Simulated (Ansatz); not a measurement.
# Os: stress in a strained cell

Os is deformed so: zz strain of +1 %. What stress and forces result, by LAPW, PAW and all-electron datasets made for the crystal?

Method: DFT PBEsol, scalar-relativistic, in Ansatz 0.2.0.

2 further runs of the same task are left out: 2 set aside as unsound or not needed.

### 1 Starting point

Symmetry: Fm-3m, No. 225, cubic system. Conventional cell: a = 3.890 Å, b = 3.890 Å, c = 3.890 Å, α = 90.00°, β = 90.00°, γ = 90.00°. Os (site symmetry m-3m) is surrounded by 12 Os at 2.75 Å.

Structure file:

```
CELL_PARAMETERS angstrom
0.00000 1.94500 1.94500
1.94500 0.00000 1.94500
1.94500 1.94500 0.00000
ATOMIC_POSITIONS crystal
Os 0.00000 0.00000 0.00000
```

### 2 The deformed structure

Space group Fm-3m before, I4/mmm after.

### 3 LAPW, all electrons

File input.yaml:

```yaml
crystal:
  lattice:
    - [0.0, 1.945, 1.96445]
    - [1.945, 0.0, 1.96445]
    - [1.945, 1.945, 0.0]
  atoms:
    - { symbol: Os, position: [0.0, 0.0, 0.0] }
kpoints:
  mp_grid: { grid: [14, 14, 14] }
  band_path:
    path:
      - [0.0, 0.0, 0.0]
      - [0.0, 0.5, 0.5]
      - [0.25, 0.75, 0.5]
      - [0.0, 0.5, 0.0]
      - [0.0, 0.0, 0.0]
      - [0.5, 0.5, 0.0]
      - [0.3725370062, 0.6274629938, 0.0]
      - [-0.3725370062, 0.3725370062, 0.0]
      - [0.0, 0.0, 0.0]
    npoints: 5
scf:
  occupations: { method: fermi_dirac, width: 0.03 }
hamiltonian:
  xc: pbesol
  pseudopotentials: { kind: all_electron, lapw: { basis_error: 0.00025 } }
output:
  forces: true
  stress: true
  eigenvalues: true
```

Run with:

```console
$ ansatz run input.yaml --threads 1 --pin off --max-ram 3072MiB --backend cpu --events-out ev --progress --plain --runs-dir out
```

### 4 PAW with frozen cores

File input.yaml:

```yaml
crystal:
  lattice:
    - [0.0, 1.945, 1.96445]
    - [1.945, 0.0, 1.96445]
    - [1.945, 1.945, 0.0]
  atoms:
    - { symbol: Os, position: [0.0, 0.0, 0.0] }
kpoints:
  mp_grid: { grid: [14, 14, 14] }
scf:
  occupations: { method: fermi_dirac, width: 0.03 }
hamiltonian:
  xc: pbesol
  pseudopotentials: { kind: paw }
output:
  forces: true
  stress: true
  eigenvalues: true
  efg: { contact_densities: true }
```

### 5 Datasets made for this crystal

Edit input.yaml of step 4 so:

```diff
@@ -13,3 +13,3 @@
   xc: pbesol
-  pseudopotentials: { kind: paw }
+  pseudopotentials: { kind: all_electron, datasets: crystal }
 output:
```

(Steps that only read results are left out.)

What does the calculation give? Wanted: pressure; largest shear or deviatoric stress.

**Answer**, as computed:

```
                                 quantity                                                 value
                                 pressure  LAPW -23.07, PAW -23.11, crystal datasets -23.07 GPa
largest shear or deviatoric stress (LAPW)                                              1.57 GPa
```

Against the undeformed cell the largest change of stress is -4.72 GPa, in the zz component. PAW: stress within 0.04 GPa of LAPW. Crystal datasets: stress within 0.01 GPa of LAPW. Spin-orbit coupling is left out, though the cell holds Os; in elements this heavy it can shift bands and gaps by tenths of an eV.
